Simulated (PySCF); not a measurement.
# C5H9B2OP: the cost of one run

Programs: PySCF 2.14.0, with routines of our own; each step states its level. All values are computed. Atoms count from 0.

## 1. The system as given

18 atoms, charge 0, multiplicity 1; geometry from: GFN2-xTB.

## 2. Excited states: TDA wB97X-D/def2-SVP

Job settings and geometry (Å):

```
{"job": {"kind": "states", "xc": "wB97X-D", "basis": "def2-SVP", "tda": true, "soc": true, "nstates": 6, "ntriplets": 6, "nquad": 4}, "charge": 0, "multiplicity": 1}
C      3.949629    -0.303202    -0.894658
C      2.893197     0.462946    -1.102805
O      1.708916     0.363480    -0.448745
B      1.049332    -0.764288    -0.136391
B     -0.322246    -0.727502     0.807254
P     -0.246031    -1.213090     2.649961
C     -1.693519    -0.481753     0.266343
C     -2.803185    -0.259817    -0.165278
C     -4.123275     0.000504    -0.689423
H      3.924138    -1.114082    -0.187511
H      4.868637    -0.135206    -1.423914
H      2.907172     1.296047    -1.797196
H      1.467855    -1.801129    -0.553860
H      0.907396    -0.528563     3.007900
H     -1.106410    -0.248916     3.151382
H     -4.119656     0.926223    -1.265633
H     -4.420338    -0.816334    -1.347758
H     -4.850373     0.086239     0.118675
```

Level: TDA wB97X-D/def2-SVP excited states, vertical, gas phase, spin-orbit mean-field couplings.

Run with:

```sh
$ OMP_NUM_THREADS=1 python excited_run.py task.json out
```

One launch serves the whole session: the jobs run in the order shown.

Q: Estimate the wall time and peak memory of this first job on 1 thread of Arm Neoverse V1, shared host.

About 50 s, with a peak of 0.82 GiB.
